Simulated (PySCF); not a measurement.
# C3H6BFO: the cost of one run

Programs: PySCF 2.14.0, with density-fitted response routines of our own. Each step states its level of theory. These are calculated values for one molecule in the gas phase, unless marked as measured. Atoms are numbered from 0 throughout.

### 1 The molecule as given

12 atoms, charge 0, multiplicity 1; geometry from: PBE0-D3(BJ)/def2-SVP.

Bonds of the start (Å): C0–C1 1.33, C1–F2 1.32, C1–O3 1.34, O3–B4 1.37, B4–C5 1.56, C0–H6 1.09, C0–H7 1.09, B4–H8 1.21, C5–H9 1.10, C5–H10 1.10, C5–H11 1.10.

### 2 NMR shieldings: PBE0/pcSseg-2

The job: settings as JSON, then the geometry in Å.

```
{"job": {"kind": "nmr", "xc": "PBE0", "basis": "pcSseg-2", "pop": false}, "charge": 0, "multiplicity": 1}
C      2.544875     0.489932     0.602281
C      1.496619     0.099244    -0.115738
F      1.607290    -0.270723    -1.382303
O      0.250305     0.031543     0.364740
B     -0.905273    -0.208709    -0.334713
C     -2.243557    -0.261492     0.462534
H      3.534366     0.514604     0.149758
H      2.402236     0.784221     1.640163
H     -0.847386    -0.364077    -1.530871
H     -2.739895    -1.232276     0.290978
H     -2.942404     0.495410     0.066238
H     -2.121259    -0.106411     1.543641
```

With the program's defaults for keys left out, this is: GIAO PBE0/pcSseg-2 NMR shielding, non-relativistic, gas phase.

Command:

```console
$ OMP_NUM_THREADS=1 python probes_run.py task.json out
```

One launch serves the whole session: the jobs run in the order shown.

**Question.** How long does this first job take on 1 thread of Arm Neoverse V2, shared host, and how much memory does it need?

About 46 s, with a peak of 1.2 GiB.
